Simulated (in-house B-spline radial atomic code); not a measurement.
# Br: a fraction of an electron removed from 4s

How does the TPSSh energy of Br change when part of an electron is removed from 4s?

The numbers are computed with in-house B-spline radial atomic code version 1 (non-relativistic TPSSh, spin-polarised, spherical fractional occupations, point nucleus, basis-set limit), except any that are marked as measured or tabulated.

## (1) The system

* element: bromine (Z = 35)
* charge: 0
* electrons: 35
* configuration: [Ar] 3d10 4s2 4p5
* Hamiltonian: non-relativistic
* nucleus: point

Outer shells as boxes (Hund's rule):

[Ar] 3d10 4s2 4p5
```
[Ar] core
3d [↑↓][↑↓][↑↓][↑↓][↑↓]
4s [↑↓]
4p [↑↓][↑↓][↑ ]
```

Where spins are not typed, each open shell is filled with up spins first.

## (2) The start, at fraction 0

Settings, as recorded:

```ini
Z = 35
electrons = 35.0
configuration = [Ar] 3d10 4s2 4p5
hamiltonian = nr
method = tpssh
spin_polarised = True
```

## (3) 0.1 electron removed from 4s

Settings, as recorded:

```ini
Z = 35
electrons = 34.9
configuration = [Ar] 3d10 4s1.9 4p5
hamiltonian = nr
method = tpssh
spin_polarised = True
```

## (4) 0.18 electron removed from 4s

Settings, as recorded:

```ini
Z = 35
electrons = 34.82
configuration = [Ar] 3d10 4s1.82 4p5
hamiltonian = nr
method = tpssh
spin_polarised = True
```

## (5) 0.36 electron removed from 4s

Settings, as recorded:

```ini
Z = 35
electrons = 34.64
configuration = [Ar] 3d10 4s1.64 4p5
hamiltonian = nr
method = tpssh
spin_polarised = True
```

## (6) 0.44 electron removed from 4s

Settings, as recorded:

```ini
Z = 35
electrons = 34.56
configuration = [Ar] 3d10 4s1.56 4p5
hamiltonian = nr
method = tpssh
spin_polarised = True
```

## (7) 0.5 electron removed from 4s

Settings, as recorded:

```ini
Z = 35
electrons = 34.5
configuration = [Ar] 3d10 4s1.5 4p5
hamiltonian = nr
method = tpssh
spin_polarised = True
```

## (8) 0.54 electron removed from 4s

Settings, as recorded:

```ini
Z = 35
electrons = 34.46
configuration = [Ar] 3d10 4s1.46 4p5
hamiltonian = nr
method = tpssh
spin_polarised = True
```

## (9) 0.71 electron removed from 4s

Settings, as recorded:

```ini
Z = 35
electrons = 34.29
configuration = [Ar] 3d10 4s1.29 4p5
hamiltonian = nr
method = tpssh
spin_polarised = True
```

## (10) 0.8 electron removed from 4s

Settings, as recorded:

```ini
Z = 35
electrons = 34.2
configuration = [Ar] 3d10 4s1.2 4p5
hamiltonian = nr
method = tpssh
spin_polarised = True
```

## (11) 0.95 electron removed from 4s

Settings, as recorded:

```ini
Z = 35
electrons = 34.05
configuration = [Ar] 3d10 4s1.05 4p5
hamiltonian = nr
method = tpssh
spin_polarised = True
```

## (12) 1 electron removed from 4s

Settings, as recorded:

```ini
Z = 35
electrons = 34.0
configuration = [Ar] 3d10 4s1 4p5
hamiltonian = nr
method = tpssh
spin_polarised = True
```

**Question.** How does the energy change with the fraction, and which way and how far does it bend from the straight line between the ends?

The runs gave:

| fraction | energy change (eV) | less the straight line (eV) | level 4s down (eV) | sum of <r²> (bohr²) |
| --- | --- | --- | --- | --- |
| 0 | 0.0000 | 0.0000 | -19.987 | 40.320 |
| 0.1 | 2.0405 | -0.3914 | -20.825 | 39.402 |
| 0.18 | 3.7336 | -0.6439 | -21.504 | 38.696 |
| 0.36 | 7.7434 | -1.0115 | -23.056 | 37.191 |
| 0.44 | 9.6159 | -1.0847 | -23.756 | 36.555 |
| 0.5 | 11.0570 | -1.1026 | -24.284 | 36.089 |
| 0.54 | 12.0355 | -1.0970 | -24.638 | 35.785 |
| 0.71 | 16.3528 | -0.9139 | -26.157 | 34.534 |
| 0.8 | 18.7435 | -0.7120 | -26.970 | 33.899 |
| 0.95 | 22.8912 | -0.2122 | -28.335 | 32.877 |
| 1 | 24.3194 | 0.0000 | empty | 32.546 |

What this shows: From fraction 0 to 1 the energy changes by 24.319 eV. It sags under the straight line by up to 1.10 eV (at 0.5). Slater's transition state, the slope from the orbital energy at fraction 0.5 (Janak's theorem), gives 24.284 eV for the whole step. Here exact exchange is taken at spherical fractional occupations, which leaves self-interaction in open p, d and f shells; that spoils the energies somewhat, at whole numbers too.
